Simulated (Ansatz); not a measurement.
GaGe:

```xyz
2
Lattice="0.0000 2.8978 2.8978 2.8978 0.0000 2.8978 2.8978 2.8978 0.0000" Properties=species:S:1:pos:R:3 pbc="T T T"
Ge    0.0000    0.0000    0.0000
Ga    1.4489    1.4489    1.4489
```

The cell comes from a database or a generator and needn't be the stable form of this composition.

| Property | Result |
| --- | --- |
| Program | Ansatz 0.2.0 |
| Task | relaxation of cell and atoms |
| Functional | LDA |
| Potentials or basis | Ansatz PAW |
| Cutoff | 420 eV (not typed: the program's choice for these potentials) |
| k mesh | 8 × 8 × 8 |
| Occupations | fermi-dirac, width 0.05 eV |
| Spin | no spin polarisation |

At the start: volume 24.33 Å³/atom.

Question: How do energy, volume and symmetry change on relaxing?

Answer: It ends after 5 steps and the volume is 22.43 Å³/atom (-7.8 %); space group F-43m (No. 216, to 0.05 Å).

The path:
| step | energy change (eV) | largest force (eV/Å) | volume (Å³) |
| --- | --- | --- | --- |
| 1 | 0.0000 | 0.0000 | 48.67 |
| 2 | -0.0501 | 0.0000 | 45.73 |
| 3 | -0.0533 | 0.0000 | 44.72 |
| 4 | -0.0534 | 0.0000 | 44.85 |
| 5 | -0.0528 | 0.0000 | 44.85 |

Final structure:
```xyz
2
Lattice="0.0000 2.8200 2.8200 2.8200 0.0000 2.8200 2.8200 2.8200 0.0000" Properties=species:S:1:pos:R:3 pbc="T T T"
Ge    0.0000    0.0000    0.0000
Ga    1.4100    1.4100    1.4100
```

Caveat: the plane-wave basis is chosen anew once the cell has moved, so the energies of steps on either side of that aren't comparable; the PAW data sets come from PBE, with cores solved anew for the run's functional, which leaves a small shift of forces and pressure.
